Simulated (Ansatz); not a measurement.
# Cu27O2: the cost of one run

Computed with Ansatz 0.2.0 (DFT r2SCAN, scalar-relativistic, plane waves, PAW, and further levels as typed in the inputs, unless a step's input says otherwise).

### Step 1. The system as given

It takes space group Cm (No. 8, monoclinic). Conventional cell: a = 13.282 Å, b = 7.669 Å, c = 21.174 Å, α = 90.00°, β = 90.00°, γ = 90.00°. Cu (site symmetry m) has 9 Cu at 2.56 Å as nearest neighbours. Around Cu (site symmetry 1) lie 9 Cu at 2.56 Å. Cu (site symmetry 1) has 12 Cu at 2.56 Å as nearest neighbours. Around Cu (site symmetry m) lie 12 Cu at 2.56 Å. Only part of the 20 independent sites is listed.

As a file:

```cif
data_structure
_symmetry_space_group_name_H-M 'Cm'
_symmetry_Int_Tables_number 8
_cell_length_a 13.2824
_cell_length_b 7.6686
_cell_length_c 21.1742
_cell_angle_alpha 90.000
_cell_angle_beta 90.000
_cell_angle_gamma 90.000
_cell_volume 2156.74
loop_
_atom_site_label
_atom_site_type_symbol
_atom_site_symmetry_multiplicity
_atom_site_Wyckoff_symbol
_atom_site_fract_x
_atom_site_fract_y
_atom_site_fract_z
_atom_site_occupancy
Cu1 Cu 2 a 0.77778 0.00000 0.59857 1
Cu2 Cu 4 b 0.77778 0.66667 0.59857 1
Cu3 Cu 4 b 0.61111 0.83333 0.59857 1
Cu4 Cu 2 a 0.61111 0.50000 0.59857 1
Cu5 Cu 4 b 0.44444 0.66667 0.59857 1
Cu6 Cu 2 a 0.94444 0.50000 0.59857 1
Cu7 Cu 4 b 0.22222 0.66667 0.50000 1
Cu8 Cu 2 a 0.72222 0.50000 0.50000 1
Cu9 Cu 2 a 0.05556 0.50000 0.50000 1
Cu10 Cu 4 b 0.55556 0.66667 0.50000 1
Cu11 Cu 4 b 0.88889 0.33333 0.50000 1
Cu12 Cu 2 a 0.88889 0.00000 0.50000 1
Cu13 Cu 4 b 0.33333 0.66667 0.40143 1
Cu14 Cu 2 a 0.83333 0.50000 0.40143 1
Cu15 Cu 2 a 0.66667 0.00000 0.40143 1
Cu16 Cu 4 b 0.66667 0.66667 0.40143 1
Cu17 Cu 4 b 0.50000 0.83333 0.40143 1
Cu18 Cu 2 a 0.50000 0.50000 0.40143 1
O1 O 2 a 0.71137 0.50000 0.25975 1
O2 O 2 a 0.61885 0.50000 0.25975 1
```

### Step 2. Single point: Cu27O2 slab, moments ++

It takes the final geometry of an earlier run.

A dipole layer in the vacuum cancels the field that periodic copies would set up if the slab's two faces differ.

input.yaml reads:

```yaml
crystal:
  lattice:
    - [7.668573042, 0.0, 0.0]
    - [3.834286521, 6.6411790651, 0.0]
    - [0.0, 0.0, 21.1742424462]
  atoms:
    - { symbol: Cu, position: [0.1111111111, 0.1111111111, 0.4014311266] }
    - { symbol: Cu, position: [0.4444444444, 0.1111111111, 0.4014311266] }
    - { symbol: Cu, position: [0.7777777778, 0.1111111111, 0.4014311266] }
    - { symbol: Cu, position: [0.1111111111, 0.4444444444, 0.4014311266] }
    - { symbol: Cu, position: [0.4444444445, 0.4444444444, 0.4014311266] }
    - { symbol: Cu, position: [0.7777777778, 0.4444444444, 0.4014311266] }
    - { symbol: Cu, position: [0.1111111111, 0.7777777778, 0.4014311266] }
    - { symbol: Cu, position: [0.4444444444, 0.7777777778, 0.4014311266] }
    - { symbol: Cu, position: [0.7777777778, 0.7777777778, 0.4014311266] }
    - { symbol: Cu, position: [-0.1111111111, 0.2222222222, 0.5] }
    - { symbol: Cu, position: [0.2222222222, 0.2222222222, 0.5] }
    - { symbol: Cu, position: [0.5555555556, 0.2222222222, 0.5] }
    - { symbol: Cu, position: [-0.1111111111, 0.5555555556, 0.5] }
    - { symbol: Cu, position: [0.2222222222, 0.5555555556, 0.5] }
    - { symbol: Cu, position: [0.5555555556, 0.5555555556, 0.5] }
    - { symbol: Cu, position: [-0.1111111111, 0.8888888889, 0.5] }
    - { symbol: Cu, position: [0.2222222222, 0.8888888889, 0.5] }
    - { symbol: Cu, position: [0.5555555556, 0.8888888889, 0.5] }
    - { symbol: Cu, position: [0.0, 0.0, 0.5985688734] }
    - { symbol: Cu, position: [0.3333333333, 0.0, 0.5985688734] }
    - { symbol: Cu, position: [0.6666666667, 0.0, 0.5985688734] }
    - { symbol: Cu, position: [0.0, 0.3333333333, 0.5985688734] }
    - { symbol: Cu, position: [0.3333333333, 0.3333333333, 0.5985688734] }
    - { symbol: Cu, position: [0.6666666667, 0.3333333333, 0.5985688734] }
    - { symbol: Cu, position: [0.0, 0.6666666667, 0.5985688734] }
    - { symbol: Cu, position: [0.3333333333, 0.6666666667, 0.5985688734] }
    - { symbol: Cu, position: [0.6666666667, 0.6666666667, 0.5985688734] }
    - { symbol: O, position: [0.544704223, 0.2439248873, 0.7402504475], spin: 1.0 }
    - { symbol: O, position: [0.4521800474, 0.4289732385, 0.7402504475], spin: 1.0 }
magnetization:
  spin_polarized: true
scf:
  occupations: { method: gaussian, width: 0.1 }
output:
  forces: true
  populations: true
hamiltonian:
  xc: r2scan
kpoints:
  mp_grid: { grid: [3, 3, 1] }
efield:
  axis: 3
  dipole_correction: true
```

Run with:

```sh
$ ansatz run input.yaml --threads 8 --pin off --max-ram 24576MiB --backend cpu --events-out ev --progress --plain --runs-dir out
```

What time and memory should one allow on 8 threads of Arm Neoverse N1, shared host?

About 7.2 min, with a peak of 14 GiB.
